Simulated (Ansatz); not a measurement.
# BN: the cost of one run

Method: DFT PBE, scalar-relativistic, plane waves, PAW, in Ansatz 0.2.0.

2 further runs of the same task are left out: 1 that didn't finish, 1 set aside as unsound or not needed.

## Step 1: The structure to begin with

It takes space group P6_3mc (No. 186, hexagonal). The conventional cell has a = 2.554 Å, b = 2.554 Å, c = 4.227 Å, α = 90.00°, β = 90.00°, γ = 120.00°. B (site symmetry 3m) has 4 N at 1.57 to 1.58 Å as nearest neighbours. Around N (site symmetry 3m) lie 4 B at 1.57 to 1.58 Å.

Coordinates:

```cif
data_structure
_symmetry_space_group_name_H-M 'P 1'
_symmetry_Int_Tables_number 1
_cell_length_a 2.5539
_cell_length_b 2.5539
_cell_length_c 4.2269
_cell_angle_alpha 90.000
_cell_angle_beta 90.000
_cell_angle_gamma 120.000
_cell_volume 23.88
loop_
_atom_site_label
_atom_site_type_symbol
_atom_site_fract_x
_atom_site_fract_y
_atom_site_fract_z
_atom_site_occupancy
B1 B 0.66667 0.33333 0.99972 1
B2 B 0.33333 0.66667 0.49972 1
N1 N 0.66667 0.33333 0.62528 1
N2 N 0.33333 0.66667 0.12528 1
```

It goes back to an entry of the Materials Project, which need not be the stable form.

No relaxation comes first: the listed cell is the starting point.

## Step 2: Zero of energy

Reference values: F = -1084.4829 eV; pressure -0.04 GPa; largest force 0.016 eV/Å; gap on the mesh 5.21 eV. It was computed beforehand with the settings of the runs below.

## Step 3: The scan: energy and stress against strain

The cell is strained by ε times the Voigt pattern (1, 1, 0, 0, 0, 0) (xx, yy, zz, yz, xz, xy; engineering shear), with fractional coordinates fixed (clamped ions). The stress on the pattern is the sum of the stress components weighted by it, tension positive.

## Step 4: ε = -0.0200

input.yaml

```yaml
crystal:
  lattice:
    - [2.5028608097, 0.0, 0.0]
    - [-1.2514304049, 2.1675410433, 0.0]
    - [0.0, 0.0, 4.226855]
  atoms:
    - { symbol: B, position: [0.6666666667, 0.3333333333, 0.999724] }
    - { symbol: B, position: [0.3333333333, 0.6666666667, 0.499724] }
    - { symbol: "N", position: [0.6666666667, 0.3333333333, 0.625276] }
    - { symbol: "N", position: [0.3333333333, 0.6666666667, 0.125276] }
basis:
  ecutwfc: 420
kpoints:
  mp_grid: { grid: [12, 12, 6] }
hamiltonian:
  xc: pbe
scf:
  occupations: { method: gaussian, width: 0.05 }
output:
  forces: true
  stress: true
  eigenvalues: true
```

Run with:

```
ansatz run input.yaml --threads 1 --pin off --max-ram 2560MiB --backend cpu --events-out ev --progress --plain --runs-dir out
```

What time and memory should one allow on 1 thread of Intel Xeon Platinum 8259CL at 2.50GHz (Skylake/Cascade Lake), shared host?

About 2.4 s, with a peak of 0.36 GiB.
